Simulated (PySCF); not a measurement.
# C₂H₆Hg: NMR shieldings, part 1 of 2

What do calculations give for the NMR shieldings of C₂H₆Hg (`[CH3][Hg][CH3]`)?

Programs: PySCF 2.14.0, with routines of our own; each step states its level. All values are computed. Atoms count from 0.

## 1. The starting structure

9 atoms, charge 0, multiplicity 1; geometry from: GFN2-xTB.

## 2. NMR shieldings: PBE0/pcJ-1 Hg:dyall-v2z, spin–orbit

What the job is given:

```
{"job": {"xc": "PBE0", "basis": {"default": "pcJ-1", "Hg": "dyall-v2z"}, "rel": "so", "kind": "hnmr"}, "charge": 0, "multiplicity": 1}
Hg     0.005350     0.010010    -0.000000
C     -0.003670    -0.016060     2.347580
H     -0.439520     0.903020     2.740640
H      1.011940    -0.107860     2.734260
H     -0.589000    -0.859010     2.717380
C      0.004100     0.017180    -2.347650
H     -1.017530     0.018790    -2.729330
H      0.513130    -0.867370    -2.732190
H      0.515200     0.901300    -2.730690
```

Level: PBE0/pcJ-1 Hg:dyall-v2z GIAO NMR shielding, X2C with spin-orbit coupling, screened-nuclear two-electron part, Gaussian nuclei, gas phase.

Run with:

```console
> OMP_NUM_THREADS=1 python heavy_run.py task.json out
```

One launch serves the whole session: the jobs run in the order shown.

Standard output:

```text
spin-free SCF
coarse grid: 34032 points
cycle   1  E = -19705.2535509057  dE = -1.066e+00  |g| = 1.702e+00  |ddm| = 2.354e+00
cycle   2  E = -19705.1853994447  dE =  6.815e-02  |g| = 1.128e+00  |ddm| = 1.306e+00
cycle   3  E = -19705.2717559600  dE = -8.636e-02  |g| = 8.480e-01  |ddm| = 1.174e+00
cycle   4  E = -19705.3220516350  dE = -5.030e-02  |g| = 9.080e-02  |ddm| = 3.508e-01
cycle   5  E = -19705.3240644198  dE = -2.013e-03  |g| = 6.204e-03  |ddm| = 8.185e-02
cycle   6  E = -19705.3240682670  dE = -3.847e-06  |g| = 1.560e-03  |ddm| = 3.829e-03
final grid: 70064 points
cycle   7  E = -19705.3203242363  dE = -1.847e-04  |g| = 6.127e-02  |ddm| = 3.367e-03
cycle   8  E = -19705.3203237227  dE =  5.136e-07  |g| = 4.291e-03  |ddm| = 3.831e-03
cycle   9  E = -19705.3203224589  dE =  1.264e-06  |g| = 7.031e-03  |ddm| = 5.143e-03
cycle  10  E = -19705.3203247412  dE = -2.282e-06  |g| = 2.470e-04  |ddm| = 2.801e-03
cycle  11  E = -19705.3203247505  dE = -9.291e-09  |g| = 2.438e-05  |ddm| = 2.144e-04
converged SCF energy = -19705.3203247505
two-component SCF
cycle   1  E = -19693.5170833542  dE = -1.969e+04  |FDS-SDF| = 5.760e+02
cycle   2  E = -19726.0581423756  dE = -3.254e+01  |FDS-SDF| = 1.879e+00
cycle   3  E = -19726.0634833608  dE = -5.341e-03  |FDS-SDF| = 1.490e-01
cycle   4  E = -19726.0633848609  dE =  9.850e-05  |FDS-SDF| = 1.401e-01
cycle   5  E = -19726.0637854216  dE = -4.006e-04  |FDS-SDF| = 1.980e-02
cycle   6  E = -19726.0638041369  dE = -1.872e-05  |FDS-SDF| = 4.183e-03
cycle   7  E = -19726.0638063197  dE = -2.183e-06  |FDS-SDF| = 5.384e-04
cycle   8  E = -19726.0638064315  dE = -1.118e-07  |FDS-SDF| = 2.455e-04
cycle   9  E = -19726.0638064504  dE = -1.887e-08  |FDS-SDF| = 4.135e-05
converged, E = -19726.0638064504

Field gradients (au) and densities at the nuclei (bohr^-3)
atom        Vxx        Vyy        Vzz        centre      nuclear mean
  0 Hg     4.7907     4.7911    -9.5818    2326861.078    2128474.669
  1 C     -0.0737    -0.0741     0.1478        125.750        125.748
  2 H     -0.1516    -0.1592     0.3108          0.473          0.473
  3 H     -0.1515    -0.1591     0.3106          0.473          0.473
  4 H     -0.1513    -0.1588     0.3102          0.473          0.473
  5 C     -0.0739    -0.0740     0.1478        125.750        125.748
  6 H     -0.1515    -0.1591     0.3106          0.473          0.473
  7 H     -0.1515    -0.1591     0.3106          0.473          0.473
  8 H     -0.1514    -0.1590     0.3104          0.473          0.473
without picture change
  0 Hg                         -13.7603                   6114872.186

Core orbital energies (eV)
atom   shell        mean    spread
  0 Hg 1s       -83005.400   0.000
  0 Hg 2s       -14746.934   0.000
  0 Hg 3s        -3518.161   0.000
  0 Hg 4s         -783.819   0.000
  0 Hg 5s         -123.959   0.000
  0 Hg 2p1/2    -14143.439   0.000
  0 Hg 2p3/2    -12201.654   0.015
  0 Hg 3p1/2     -3246.729   0.000
  0 Hg 3p3/2     -2814.347   0.057
  0 Hg 4p1/2      -667.083   0.000
  0 Hg 4p3/2      -562.171   0.074
  0 Hg 5p1/2       -84.896   0.000
  0 Hg 5p3/2       -66.391   0.022
  0 Hg 3d3/2     -2366.462   0.055
  0 Hg 3d5/2     -2273.966   0.074
  0 Hg 4d3/2      -371.352   0.080
  0 Hg 4d5/2      -351.547   0.105
  0 Hg 4f5/2      -104.337   0.093
  0 Hg 4f7/2      -100.125   0.105

Shielding tensors (ppm)
atom      isotropic    diamagn.    paramagn.     s11        s22        s33       span
  0 Hg    12517.72     8565.81     3951.91   10603.83   10603.99   16345.36    5741.53
  1 C       145.97      244.37      -98.40     118.88     118.99     200.05      81.17
  2 H        30.76       28.70        2.06      24.99      28.66      38.62      13.63
  3 H        30.76       28.70        2.06      24.99      28.66      38.62      13.63
  4 H        30.76       28.71        2.05      25.00      28.67      38.61      13.61
  5 C       145.99      244.38      -98.38     118.95     118.99     200.05      81.10
  6 H        30.76       28.71        2.05      25.00      28.67      38.62      13.62
  7 H        30.76       28.71        2.05      25.00      28.67      38.62      13.62
  8 H        30.75       28.69        2.07      24.99      28.66      38.62      13.63
```

It took 2.6 min on 1 thread of Intel Xeon 6975P-C, shared host; peak memory 1.7 GiB.

Key values:

```csv
quantity,value
energy from spin-orbit coupling,-20.7435 Eh
```

## 3. NMR shieldings: PBE0/pcJ-1 Hg:dyall-v2z, spin–orbit

Settings changed since step 2:

```diff
@@ -1,2 +1,2 @@
-{"job": {"xc": "PBE0", "basis": {"default": "pcJ-1", "Hg": "dyall-v2z"}, "rel": "so", "kind": "hnmr"}, "charge": 0, "multiplicity": 1}
+{"job": {"xc": "PBE0", "basis": {"default": "pcJ-1", "Hg": "dyall-v2z"}, "rel": "so", "snso": false, "kind": "hnmr"}, "charge": 0, "multiplicity": 1}
 Hg     0.005350     0.010010    -0.000000
```

Level: PBE0/pcJ-1 Hg:dyall-v2z GIAO NMR shielding, X2C with spin-orbit coupling, one-electron part alone, Gaussian nuclei, gas phase.

Standard output:

```text
spin-free SCF
coarse grid: 34032 points
cycle   1  E = -19705.2535509057  dE = -1.066e+00  |g| = 1.702e+00  |ddm| = 2.354e+00
cycle   2  E = -19705.1853994447  dE =  6.815e-02  |g| = 1.128e+00  |ddm| = 1.306e+00
cycle   3  E = -19705.2717559600  dE = -8.636e-02  |g| = 8.480e-01  |ddm| = 1.174e+00
cycle   4  E = -19705.3220516350  dE = -5.030e-02  |g| = 9.080e-02  |ddm| = 3.508e-01
cycle   5  E = -19705.3240644198  dE = -2.013e-03  |g| = 6.204e-03  |ddm| = 8.185e-02
cycle   6  E = -19705.3240682670  dE = -3.847e-06  |g| = 1.560e-03  |ddm| = 3.829e-03
final grid: 70064 points
cycle   7  E = -19705.3203242363  dE = -1.847e-04  |g| = 6.127e-02  |ddm| = 3.367e-03
cycle   8  E = -19705.3203237227  dE =  5.136e-07  |g| = 4.291e-03  |ddm| = 3.831e-03
cycle   9  E = -19705.3203224589  dE =  1.264e-06  |g| = 7.031e-03  |ddm| = 5.143e-03
cycle  10  E = -19705.3203247412  dE = -2.282e-06  |g| = 2.470e-04  |ddm| = 2.801e-03
cycle  11  E = -19705.3203247505  dE = -9.291e-09  |g| = 2.438e-05  |ddm| = 2.144e-04
converged SCF energy = -19705.3203247505
two-component SCF
cycle   1  E = -19692.8630369476  dE = -1.969e+04  |FDS-SDF| = 5.903e+02
cycle   2  E = -19727.2769698049  dE = -3.441e+01  |FDS-SDF| = 1.944e+00
cycle   3  E = -19727.2828413077  dE = -5.872e-03  |FDS-SDF| = 1.596e-01
cycle   4  E = -19727.2827341940  dE =  1.071e-04  |FDS-SDF| = 1.491e-01
cycle   5  E = -19727.2831857687  dE = -4.516e-04  |FDS-SDF| = 2.115e-02
cycle   6  E = -19727.2832071068  dE = -2.134e-05  |FDS-SDF| = 4.493e-03
cycle   7  E = -19727.2832096235  dE = -2.517e-06  |FDS-SDF| = 5.857e-04
cycle   8  E = -19727.2832097513  dE = -1.278e-07  |FDS-SDF| = 2.653e-04
cycle   9  E = -19727.2832097730  dE = -2.169e-08  |FDS-SDF| = 4.399e-05
converged, E = -19727.2832097730

Field gradients (au) and densities at the nuclei (bohr^-3)
atom        Vxx        Vyy        Vzz        centre      nuclear mean
  0 Hg     4.7976     4.7980    -9.5956    2327607.980    2129200.723
  1 C     -0.0738    -0.0743     0.1481        125.750        125.748
  2 H     -0.1516    -0.1592     0.3108          0.473          0.473
  3 H     -0.1515    -0.1591     0.3106          0.473          0.473
  4 H     -0.1513    -0.1588     0.3101          0.473          0.473
  5 C     -0.0740    -0.0741     0.1481        125.750        125.748
  6 H     -0.1515    -0.1590     0.3106          0.473          0.473
  7 H     -0.1515    -0.1590     0.3106          0.473          0.473
  8 H     -0.1514    -0.1590     0.3104          0.473          0.473
without picture change
  0 Hg                         -13.7692                   6114812.190

Core orbital energies (eV)
atom   shell        mean    spread
  0 Hg 1s       -83004.084   0.000
  0 Hg 2s       -14746.564   0.000
  0 Hg 3s        -3518.053   0.000
  0 Hg 4s         -783.798   0.000
  0 Hg 5s         -123.961   0.000
  0 Hg 2p1/2    -14182.844   0.000
  0 Hg 2p3/2    -12187.322   0.016
  0 Hg 3p1/2     -3255.378   0.000
  0 Hg 3p3/2     -2811.107   0.056
  0 Hg 4p1/2      -669.205   0.000
  0 Hg 4p3/2      -561.396   0.074
  0 Hg 5p1/2       -85.286   0.000
  0 Hg 5p3/2       -66.261   0.022
  0 Hg 3d3/2     -2374.589   0.055
  0 Hg 3d5/2     -2268.757   0.074
  0 Hg 4d3/2      -373.106   0.080
  0 Hg 4d5/2      -350.448   0.105
  0 Hg 4f5/2      -105.654   0.092
  0 Hg 4f7/2       -99.170   0.105

Shielding tensors (ppm)
atom      isotropic    diamagn.    paramagn.     s11        s22        s33       span
  0 Hg    12468.31     8568.45     3899.86   10520.99   10521.15   16362.79    5841.80
  1 C       145.51      244.36      -98.85     118.31     118.42     199.81      81.50
  2 H        30.77       28.69        2.07      25.02      28.68      38.59      13.57
  3 H        30.77       28.69        2.07      25.02      28.68      38.59      13.57
  4 H        30.76       28.71        2.06      25.03      28.69      38.58      13.55
  5 C       145.54      244.37      -98.83     118.38     118.42     199.81      81.43
  6 H        30.77       28.71        2.06      25.03      28.69      38.59      13.56
  7 H        30.77       28.71        2.06      25.03      28.69      38.59      13.56
  8 H        30.76       28.68        2.08      25.02      28.68      38.59      13.57
```

Run time: 2.7 min. Hardware: 1 thread of Intel Xeon 6975P-C, shared host; peak memory 1.7 GiB.

Key values:

```csv
quantity,value
energy from spin-orbit coupling,-21.9629 Eh
```

## 4. NMR shieldings: PBE0/pcJ-1 Hg:dyall-v2z, spin-free

Settings changed since step 3:

```diff
@@ -1,2 +1,2 @@
-{"job": {"xc": "PBE0", "basis": {"default": "pcJ-1", "Hg": "dyall-v2z"}, "rel": "so", "snso": false, "kind": "hnmr"}, "charge": 0, "multiplicity": 1}
+{"job": {"xc": "PBE0", "basis": {"default": "pcJ-1", "Hg": "dyall-v2z"}, "rel": "sf", "kind": "hnmr"}, "charge": 0, "multiplicity": 1}
 Hg     0.005350     0.010010    -0.000000
```

With the program's defaults for keys left out, this is: PBE0/pcJ-1 Hg:dyall-v2z GIAO NMR shielding, spin-free X2C, Gaussian nuclei, gas phase.

Standard output:

```text
spin-free SCF
coarse grid: 34032 points
cycle   1  E = -19705.2535509057  dE = -1.066e+00  |g| = 1.702e+00  |ddm| = 2.354e+00
cycle   2  E = -19705.1853994447  dE =  6.815e-02  |g| = 1.128e+00  |ddm| = 1.306e+00
cycle   3  E = -19705.2717559600  dE = -8.636e-02  |g| = 8.480e-01  |ddm| = 1.174e+00
cycle   4  E = -19705.3220516350  dE = -5.030e-02  |g| = 9.080e-02  |ddm| = 3.508e-01
cycle   5  E = -19705.3240644198  dE = -2.013e-03  |g| = 6.204e-03  |ddm| = 8.185e-02
cycle   6  E = -19705.3240682670  dE = -3.847e-06  |g| = 1.560e-03  |ddm| = 3.829e-03
final grid: 70064 points
cycle   7  E = -19705.3203242363  dE = -1.847e-04  |g| = 6.127e-02  |ddm| = 3.367e-03
cycle   8  E = -19705.3203237227  dE =  5.136e-07  |g| = 4.291e-03  |ddm| = 3.831e-03
cycle   9  E = -19705.3203224589  dE =  1.264e-06  |g| = 7.031e-03  |ddm| = 5.143e-03
cycle  10  E = -19705.3203247412  dE = -2.282e-06  |g| = 2.470e-04  |ddm| = 2.801e-03
cycle  11  E = -19705.3203247505  dE = -9.291e-09  |g| = 2.438e-05  |ddm| = 2.144e-04
converged SCF energy = -19705.3203247505
check of the scalar solution
cycle   1  E = -19705.3203247505  dE = -1.971e+04  |FDS-SDF| = 2.438e-05
cycle   2  E = -19705.3203247505  dE =  6.912e-11  |FDS-SDF| = 3.227e-05
converged, E = -19705.3203247505

Field gradients (au) and densities at the nuclei (bohr^-3)
atom        Vxx        Vyy        Vzz        centre      nuclear mean
  0 Hg     4.5534     4.5538    -9.1072    2310523.970    2112664.714
  1 C     -0.0709    -0.0713     0.1423        125.750        125.747
  2 H     -0.1516    -0.1594     0.3110          0.473          0.473
  3 H     -0.1515    -0.1593     0.3108          0.473          0.473
  4 H     -0.1513    -0.1591     0.3103          0.473          0.473
  5 C     -0.0711    -0.0712     0.1423        125.750        125.747
  6 H     -0.1515    -0.1593     0.3108          0.473          0.473
  7 H     -0.1515    -0.1593     0.3108          0.473          0.473
  8 H     -0.1514    -0.1592     0.3106          0.473          0.473
without picture change
  0 Hg                         -13.4644                   6115944.329

Core orbital energies (eV)
atom   shell        mean    spread
  0 Hg 1s       -83027.007   0.000
  0 Hg 2s       -14752.188   0.000
  0 Hg 3s        -3519.728   0.000
  0 Hg 4s         -784.259   0.000
  0 Hg 5s         -124.031   0.000
  0 Hg 2p       -12781.319   0.021
  0 Hg 3p        -2944.714   0.084
  0 Hg 4p         -593.719   0.113
  0 Hg 5p          -71.861   0.022
  0 Hg 3d        -2311.404   0.081
  0 Hg 4d         -359.550   0.112
  0 Hg 5d          -12.578   0.825
  0 Hg 4f         -102.055   0.110

Shielding tensors (ppm)
atom      isotropic    diamagn.    paramagn.     s11        s22        s33       span
  0 Hg     7473.93     9952.51    -2478.58    5907.08    5907.17   10607.53    4700.44
  1 C       170.55      245.30      -74.75     154.76     154.89     201.99      47.23
  2 H        30.81       28.70        2.11      25.08      27.80      39.53      14.45
  3 H        30.80       28.70        2.10      25.08      27.80      39.53      14.45
  4 H        30.80       28.72        2.08      25.08      27.81      39.51      14.43
  5 C       170.55      245.31      -74.75     154.82     154.85     201.99      47.18
  6 H        30.80       28.71        2.09      25.08      27.81      39.52      14.44
  7 H        30.80       28.72        2.09      25.08      27.81      39.52      14.44
  8 H        30.80       28.69        2.11      25.08      27.79      39.53      14.45
```

It took 52 s on 1 thread of Intel Xeon 6975P-C, shared host; peak memory 1.4 GiB.

## 5. NMR shieldings: PBE0/pcJ-1 Hg:dyall-v2z, spin-free

Settings changed since step 4:

```diff
@@ -1,2 +1,2 @@
-{"job": {"xc": "PBE0", "basis": {"default": "pcJ-1", "Hg": "dyall-v2z"}, "rel": "sf", "kind": "hnmr"}, "charge": 0, "multiplicity": 1}
+{"job": {"xc": "PBE0", "basis": {"default": "pcJ-1", "Hg": "dyall-v2z"}, "rel": "sf", "two": true, "kind": "hnmr"}, "charge": 0, "multiplicity": 1}
 Hg     0.005350     0.010010    -0.000000
```

With the program's defaults for keys left out, this is: PBE0/pcJ-1 Hg:dyall-v2z GIAO NMR shielding, X2C without spin-orbit coupling but with the spin-dependent field terms, Gaussian nuclei, gas phase.

Standard output:

```text
spin-free SCF
coarse grid: 34032 points
cycle   1  E = -19705.2535509057  dE = -1.066e+00  |g| = 1.702e+00  |ddm| = 2.354e+00
cycle   2  E = -19705.1853994447  dE =  6.815e-02  |g| = 1.128e+00  |ddm| = 1.306e+00
cycle   3  E = -19705.2717559600  dE = -8.636e-02  |g| = 8.480e-01  |ddm| = 1.174e+00
cycle   4  E = -19705.3220516350  dE = -5.030e-02  |g| = 9.080e-02  |ddm| = 3.508e-01
cycle   5  E = -19705.3240644198  dE = -2.013e-03  |g| = 6.204e-03  |ddm| = 8.185e-02
cycle   6  E = -19705.3240682670  dE = -3.847e-06  |g| = 1.560e-03  |ddm| = 3.829e-03
final grid: 70064 points
cycle   7  E = -19705.3203242363  dE = -1.847e-04  |g| = 6.127e-02  |ddm| = 3.367e-03
cycle   8  E = -19705.3203237227  dE =  5.136e-07  |g| = 4.291e-03  |ddm| = 3.831e-03
cycle   9  E = -19705.3203224589  dE =  1.264e-06  |g| = 7.031e-03  |ddm| = 5.143e-03
cycle  10  E = -19705.3203247412  dE = -2.282e-06  |g| = 2.470e-04  |ddm| = 2.801e-03
cycle  11  E = -19705.3203247505  dE = -9.291e-09  |g| = 2.438e-05  |ddm| = 2.144e-04
converged SCF energy = -19705.3203247505
two-component SCF
cycle   1  E = -19705.3203247495  dE = -1.971e+04  |FDS-SDF| = 2.438e-05
cycle   2  E = -19705.3203247494  dE =  9.095e-11  |FDS-SDF| = 3.227e-05
converged, E = -19705.3203247494

Field gradients (au) and densities at the nuclei (bohr^-3)
atom        Vxx        Vyy        Vzz        centre      nuclear mean
  0 Hg     4.5534     4.5538    -9.1072    2310523.970    2112664.714
  1 C     -0.0709    -0.0713     0.1423        125.750        125.747
  2 H     -0.1516    -0.1594     0.3110          0.473          0.473
  3 H     -0.1515    -0.1593     0.3108          0.473          0.473
  4 H     -0.1513    -0.1591     0.3103          0.473          0.473
  5 C     -0.0711    -0.0712     0.1423        125.750        125.747
  6 H     -0.1515    -0.1593     0.3108          0.473          0.473
  7 H     -0.1515    -0.1593     0.3108          0.473          0.473
  8 H     -0.1514    -0.1592     0.3106          0.473          0.473
without picture change
  0 Hg                         -13.4644                   6115944.329

Core orbital energies (eV)
atom   shell        mean    spread
  0 Hg 1s       -83027.007   0.000
  0 Hg 2s       -14752.188   0.000
  0 Hg 3s        -3519.728   0.000
  0 Hg 4s         -784.259   0.000
  0 Hg 5s         -124.031   0.000
  0 Hg 2p1/2    -12781.326   0.000
  0 Hg 2p3/2    -12781.315   0.021
  0 Hg 3p1/2     -2944.742   0.000
  0 Hg 3p3/2     -2944.700   0.084
  0 Hg 4p1/2      -593.757   0.000
  0 Hg 4p3/2      -593.701   0.113
  0 Hg 5p1/2       -71.868   0.000
  0 Hg 5p3/2       -71.857   0.022
  0 Hg 3d3/2     -2311.445   0.000
  0 Hg 3d5/2     -2311.376   0.018
  0 Hg 4d3/2      -359.611   0.000
  0 Hg 4d5/2      -359.509   0.014
  0 Hg 5d3/2       -12.846   0.624
  0 Hg 5d5/2       -12.400   0.200
  0 Hg 4f5/2      -102.098   0.083
  0 Hg 4f7/2      -102.024   0.027

Shielding tensors (ppm)
atom      isotropic    diamagn.    paramagn.     s11        s22        s33       span
  0 Hg    12625.60     8502.72     4122.89   11058.48   11058.57   15759.75    4701.27
  1 C       171.82      244.42      -72.61     156.02     156.14     203.28      47.26
  2 H        30.80       28.70        2.11      25.08      27.80      39.53      14.45
  3 H        30.80       28.70        2.10      25.08      27.80      39.53      14.45
  4 H        30.80       28.72        2.08      25.08      27.82      39.51      14.43
  5 C       171.82      244.43      -72.61     156.08     156.11     203.28      47.21
  6 H        30.80       28.71        2.09      25.08      27.81      39.52      14.44
  7 H        30.80       28.71        2.09      25.08      27.81      39.52      14.44
  8 H        30.80       28.69        2.11      25.08      27.79      39.53      14.45
```

Wall time 2.1 min (1 thread of Intel Xeon 6975P-C, shared host); peak memory 1.7 GiB.

(Continued in part 2 of 2.)
